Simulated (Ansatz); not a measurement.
TcRh, space group P-6m2, an equation of state with a fit

With Ansatz 0.2.0 through its Python package.

Run as a notebook:

```python
import ansatz as az
import numpy as np
```

```python
VECTORS = np.array([
    [2.722055, 0.0, 0.0],
    [-1.361028, 2.357369, 0.0],
    [0.0, 0.0, 4.331126],
])
SITES = [
    ('Tc', (2 / 3, 1 / 3, 0.0)),
    ('Rh', (0.0, 0.0, 0.5)),
]
```

```python
def crystal_on(cell):
    crystal = az.Crystal(lattice=az.Lattice.of(cell))
    for symbol, position in SITES:
        crystal = crystal.atom(symbol, position)
    return crystal

volumes, energies = [], []
for scale in np.linspace(0.92, 1.08, 7):
    cell = VECTORS * scale ** (1 / 3)
    setup = (
        crystal_on(cell).calculation()
        .functional(az.Functional.LDA)
        .pseudopotentials('paw')
        .basis(600)
        .occupations('fermi_dirac', width=0.1)
        .scf(tolerance=1e-10)
        .kpoints(12, 12, 7)
    )
    data = setup.run(threads=1, pin='off').report
    volumes.append(abs(np.linalg.det(cell)) / len(SITES))
    energies.append(data['free_energy_ev'] / len(SITES))
    print(f'V = {volumes[-1]:8.4f} A^3/atom  F = {energies[-1]:.5f} eV/atom')

x = np.array(volumes) ** (-2 / 3)
poly = np.polynomial.Polynomial.fit(x, energies, 3).convert()
roots = poly.deriv().roots()
x0 = min((r.real for r in roots if abs(r.imag) < 1e-9 and poly.deriv(2)(r.real) > 0), key=lambda r: abs(r - x.mean()))
v0 = x0 ** -1.5
b0 = 4 / 9 * poly.deriv(2)(x0) * v0 ** (-7 / 3) * 160.21766
b1 = 4 + 2 / 3 * x0 * poly.deriv(3)(x0) / poly.deriv(2)(x0)
print(f'V0 = {v0:.4f} A^3/atom, B0 = {b0:.1f} GPa, dB/dP = {b1:.2f}')
```

    V =  12.7845 A^3/atom  F = -5780.08588 eV/atom
    V =  13.1550 A^3/atom  F = -5780.11519 eV/atom
    V =  13.5256 A^3/atom  F = -5780.12015 eV/atom
    V =  13.8962 A^3/atom  F = -5780.10432 eV/atom
    V =  14.2667 A^3/atom  F = -5780.07079 eV/atom
    V =  14.6373 A^3/atom  F = -5780.02221 eV/atom
    V =  15.0079 A^3/atom  F = -5779.96086 eV/atom
    V0 = 13.4207 A^3/atom, B0 = 339.6 GPa, dB/dP = 4.82

A third-order Birch-Murnaghan fit through the 7 points has its minimum at 13.42 Å³ an atom, 3.4 % below the typed cell, with a bulk modulus of 340 GPa and dB/dP = 4.8. From that minimum the energy rises by 35.1 meV an atom on the compressed side and 160.1 meV on the expanded side.

Notes:
- Absolute energies stand on the zero of these potentials, so only differences at equal settings mean something.
- Shape and fractional positions are held along the curve, so the bulk modulus is an upper value where they are free to relax.
- For a metal this k-point mesh is coarse: on a finer one energies can move by several to tens of meV an atom and pressures by half a GPa or more, differences at one mesh by less.
- This cell is a computed structure, which may not be the phase found in nature.
- It ran for 53 s on 1 thread of Arm Neoverse V1, on a shared host, peak memory 0.43 GiB.
